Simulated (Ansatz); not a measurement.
Consider vertical energies of changing the electron count of F2GeH4Sn, SMILES [F][SnH]([F])[GeH3] (the Python package of Ansatz (0.2.0)).

`run_ip.py`
```python
"""Removing and adding an electron on F2GeH4Sn at fixed geometry."""

import ansatz as az


def energy_of(molecule, charge=0, unpaired=0):
    calc = (
        molecule.calculation()
        .basis(gaussian="def2-SVPD")  # atom-centred Gaussian functions
        .functional("B3LYP")
        .accuracy("high")  # preset for grids and thresholds
        .scf(lower_state_search="light")
    )
    if charge:
        calc = calc.charge(charge)
    if unpaired:
        calc = calc.spin("collinear", total=unpaired)
    report = calc.run(threads=1, backend="cpu").report
    if report["published_state_doubts"]:
        print("  doubts:", report["published_state_doubts"])
    return report["free_energy_ev"]

GEOMETRY = """
F     1.41920   -2.13830    0.83280
Sn    1.20630   -0.30630    0.08190
F     1.96310   -0.26040   -1.70740
Ge   -1.22320    0.35770   -0.07040
H     2.04810    0.82640    1.10110
H    -1.92430    0.32930    1.34920
H    -1.39850    1.77720   -0.65220
H    -1.99860   -0.64280   -0.99070
"""


def main() -> None:
    system = az.Crystal.molecule()
    for line in GEOMETRY.strip().splitlines():
        symbol, *xyz = line.split()
        system = system.atom(symbol, [float(v) for v in xyz])

    # delta-SCF style differences, no relaxation
    parent = energy_of(system, 0, 0)
    cation = energy_of(system, 1, 1)
    print(f"E(N)   = {parent:.5f} eV")
    print(f"E(N-1) = {cation:.5f} eV  (1 unpaired)")
    print(f"vertical ionisation energy {cation - parent:.3f} eV")
    anion = energy_of(system, -1, 1)
    print(f"E(N+1) = {anion:.5f} eV  (1 unpaired)")
    print(f"vertical electron affinity {parent - anion:.3f} eV" + ("" if anion < parent else " (unbound in this basis)"))
    print(f"fundamental gap IP - EA = {cation + anion - 2 * parent:.3f} eV")


if __name__ == "__main__":
    main()
```

What does it cost to change the electron count at this fixed geometry?

At this unrelaxed geometry removing an electron costs 10.78 eV and adding one releases 0.45 eV.

The run itself:

```console
$ python run_ip.py
E(N)   = -67842.30645 eV
E(N-1) = -67831.52797 eV  (1 unpaired)
vertical ionisation energy 10.778 eV
E(N+1) = -67842.75153 eV  (1 unpaired)
vertical electron affinity 0.445 eV
fundamental gap IP - EA = 10.333 eV
```

What to keep in mind:
- These settings explore the input space; basis and method may be short of convergence.
- The geometry is a force-field or estimated start, not a minimum of this method, and the basis set is short of its limit. All parts are taken at fixed geometry, without zero-point energy. At an unrelaxed start these energies can be a whole eV from those at the minimum, and a small affinity can change sign.
- def2 sets replace the cores of elements past krypton by effective core potentials.
- b3lyp holds the VWN-RPA fit, as in Gaussian; the form of ORCA and Turbomole is b3lyp5.
- Timing: 75 s on 1 thread of AMD EPYC 9R14 (Zen 4), with other jobs on the host, peak memory 1.1 GiB.

(Lines on the test bed's own set-up are left out of the output.)
